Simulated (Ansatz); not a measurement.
# CH4ClF2NTi: taking an electron away

An exercise on one series of results from a longer session: the logs are not shown, and one member is left open.

Method: unrestricted cation, the program's frozen cores in correlated methods; program: Ansatz 0.2.0, Gaussian basis.

Levels to be run: UKS PBE-D4/def2-TZVPP; UKS r2SCAN-D4/def2-TZVPP; UKS PBE0-D4/def2-TZVPP; UKS B3LYP-D4/def2-TZVPP; UKS wB97X-V/def2-TZVPP; UKS wB97M-V/def2-TZVPP; UKS B2PLYP/def2-TZVPP; UHF-CCSD(T)/def2-TZVPP; UHF-MP2/def2-QZVPP; extrapolation to the limit; then −ε(HOMO) from the neutral's earlier runs with LDA (SPW92), PBE-D4, revPBE-D4, BLYP-D4, r2SCAN-D4, B97M-V, PBE0-D4, B3LYP-D4, r2SCANh-D4, r2SCAN0-D4, HSE06-D4, BHLYP-D4, CAM-B3LYP-D4, LC-ωPBE, ωB97X-V, ωB97M-V.

### The geometry

All runs share one geometry, relaxed beforehand with PBE0-D4 in a triple-zeta def2 set.

SMILES `C[NH][Ti]([F])([F])[Cl]`, 10 atoms, charge 0, spin multiplicity 1.

Atoms are counted from 1 here; the program's logs count them from 0.

Bond lengths: C1–N2 1.446 Å, C1–H7 1.092 Å, C1–H8 1.094 Å, C1–H9 1.095 Å, N2–Ti3 1.838 Å, N2–H10 1.014 Å, Ti3–F4 1.751 Å, Ti3–F5 1.757 Å, Ti3–Cl6 2.211 Å. Angles: N2–C1–H7 110.0°, N2–C1–H8 111.2°, N2–C1–H9 111.4°, H7–C1–H8 107.6°, H7–C1–H9 107.7°, H8–C1–H9 108.7°, C1–N2–Ti3 126.7°, C1–N2–H10 113.7°, Ti3–N2–H10 119.4°, N2–Ti3–F4 106.6°, N2–Ti3–F5 107.0°, N2–Ti3–Cl6 108.0°, F4–Ti3–F5 115.5°, F4–Ti3–Cl6 110.8°, F5–Ti3–Cl6 108.5°.

As a file:

```mol
CH4ClF2NTi
  3D, bonds by distance, orders not assigned

 10  9  0  0  0  0  0  0  0  0999 V2000
   -1.0190   -0.8745    0.5923 C   0  0
   -0.1008   -0.4749   -0.4513 N   0  0
    1.1198    0.8977   -0.3750 Ti  0  0
    2.2262    0.6586   -1.7113 F   0  0
    1.8439    0.8528    1.2247 F   0  0
    0.0206    2.8032   -0.5962 Cl  0  0
   -0.8066   -0.3204    1.5088 H   0  0
   -0.9219   -1.9407    0.8192 H   0  0
   -2.0568   -0.6682    0.3107 H   0  0
   -0.2225   -0.9848   -1.3188 H   0  0
  1  2  8  0
  2  3  8  0
  3  4  8  0
  3  5  8  0
  3  6  8  0
  1  7  8  0
  1  8  8  0
  1  9  8  0
  2 10  8  0
M  END
```

The first run:

in.yaml

```yaml
crystal:
  periodic: [false, false, false]
  atoms:
    - {symbol: C, position_ang: [-1.019023, -0.874461, 0.592294]}
    - {symbol: N, position_ang: [-0.100826, -0.474881, -0.451277]}
    - {symbol: Ti, position_ang: [1.119793, 0.897683, -0.374991]}
    - {symbol: F, position_ang: [2.226209, 0.658642, -1.711308]}
    - {symbol: F, position_ang: [1.843918, 0.852769, 1.224692]}
    - {symbol: Cl, position_ang: [0.020603, 2.803204, -0.596211]}
    - {symbol: H, position_ang: [-0.806573, -0.320373, 1.508796]}
    - {symbol: H, position_ang: [-0.921867, -1.940708, 0.819237]}
    - {symbol: H, position_ang: [-2.056761, -0.668231, 0.310699]}
    - {symbol: H, position_ang: [-0.222473, -0.984844, -1.318832]}
basis:
  gaussian: {orbitals: def2-TZVPP}
total_charge: 1
magnetization: {spin_polarized: true, initial_magnetization: 1}
hamiltonian: {xc: pbe, dispersion: d4}
```

The run is started by

```
ansatz run in.yaml --threads 2 --pin off --events-out ev --progress --plain --max-ram 32768MiB --backend cuda --devices 0, --max-vram 18GiB
```

Among the steps run: Cation, UKS PBE-D4/def2-TZVPP; Cation, UKS r2SCAN-D4/def2-TZVPP; Cation, UKS PBE0-D4/def2-TZVPP; Cation, UKS B3LYP-D4/def2-TZVPP; Cation, UKS wB97X-V/def2-TZVPP; Cation, UKS wB97M-V/def2-TZVPP; Cation, UKS B2PLYP (frozen core)/def2-TZVPP; Cation, UHF-CCSD(T)/def2-TZVPP; Cation, UHF-MP2/def2-QZVPP.

One of the session's tables, all rows but one given; the rest of the session is left out.

Orbital estimates, from the neutral's runs:

```
  functional  −ε(HOMO) (eV)
 LDA (SPW92)           6.76
      PBE-D4           6.59
   revPBE-D4           6.53
     BLYP-D4           6.48
   r2SCAN-D4           6.88
      B97M-V           6.96
     PBE0-D4           7.95
    B3LYP-D4           7.73
  r2SCANh-D4           7.38
  r2SCAN0-D4           8.15
    HSE06-D4              ?
    BHLYP-D4           9.21
CAM-B3LYP-D4           9.33
     LC-ωPBE          10.67
     ωB97X-V          10.31
     ωB97M-V          10.21
```

Estimate the missing values for HSE06-D4.

As computed: −ε(HOMO) (eV): 7.55. In the column «−ε(HOMO) (eV)» it lies between r2SCANh-D4 (7.38) and B3LYP-D4 (7.73).
